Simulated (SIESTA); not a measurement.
The system is MnFeGe.

```xyz
6
Lattice="4.1008 0.0000 0.0000 -2.0504 3.5514 0.0000 0.0000 0.0000 5.0469" Properties=species:S:1:pos:R:3 pbc="T T T"
Ge    2.0504    1.1838    3.7852
Ge    0.0000    2.3676    1.2617
Fe    2.0504    1.1838    1.2617
Fe    0.0000    2.3676    3.7852
Mn    0.0000    0.0000    2.5234
Mn    0.0000    0.0000    0.0000
```

The cell comes from a database or a generator and needn't be the stable form of this composition.

| Property | Result |
| --- | --- |
| Program | SIESTA 5.4.2 |
| Task | single point |
| Functional | PBEsol |
| Potentials or basis | PseudoDojo 0.4 standard (PBEsol files) |
| Basis | DZP (energy shift 0.003 Ry; two zetas on semicore shells) |
| Grid cutoff | 800 Ry |
| Energy shift | 0.003 Ry |
| k mesh | 8 × 8 × 5 |
| Occupations | fermi-dirac, width 0.05 eV |
| Spin | collinear spin, ferromagnetic start |
| Starting moments | [0.0, 0.0, 3.0, 3.0, 4.0, 4.0] μB |

On this cell: pressure -6.2 GPa; largest force under 0.003 eV/Å; net moment 6.62 μB per cell; site moments Ge -0.22; Fe +1.04; Mn +2.49 μB; band gap on the k mesh none (metal or under the smearing width).

The same run follows on a disturbed copy (atoms moved at random, drawn with an rms of 0.05 Å):

```
Ge Fe Mn
1.0
     4.10079    0.00000    0.00000
    -2.05040    3.55139    0.00000
     0.00000    0.00000    5.04690
Ge Fe Mn
2 2 2
Direct
  0.66037 0.33019 0.74662
  0.34093 0.67835 0.24324
  0.66453 0.32510 0.24608
  0.32222 0.65271 0.74670
  0.00794 0.00405 0.49669
  0.00690 0.99703 0.99130
```

**Question.** What does the disturbed cell give?

**Answer.** The energy (extrapolated to zero smearing) moves by +8.1 meV/atom; pressure -5.7 GPa; largest force 0.831 eV/Å; net moment 6.65 μB per cell; site moments Ge -0.22; Fe +1.08, +1.04; Mn +2.50, +2.47 μB; band gap on the k mesh none (metal or under the smearing width).

Forces in eV/Å, atoms in the order of the input:
```
Ge   0.245 -0.192 -0.075
Ge   0.092 -0.820  0.098
Fe   0.055  0.723  0.045
Fe   0.033  0.360 -0.106
Mn  -0.171 -0.122 -0.224
Mn  -0.253  0.051  0.268
```

Stress tensor (GPa, compression positive):
```
-6.40 -0.24  0.02
-0.24 -4.48  0.07
 0.02  0.07 -6.25
```

Caveats: short orbitals over semicore shells can move pressures by several GPa; the basis of atomic orbitals isn't converged, which shifts pressures, moduli and gaps.
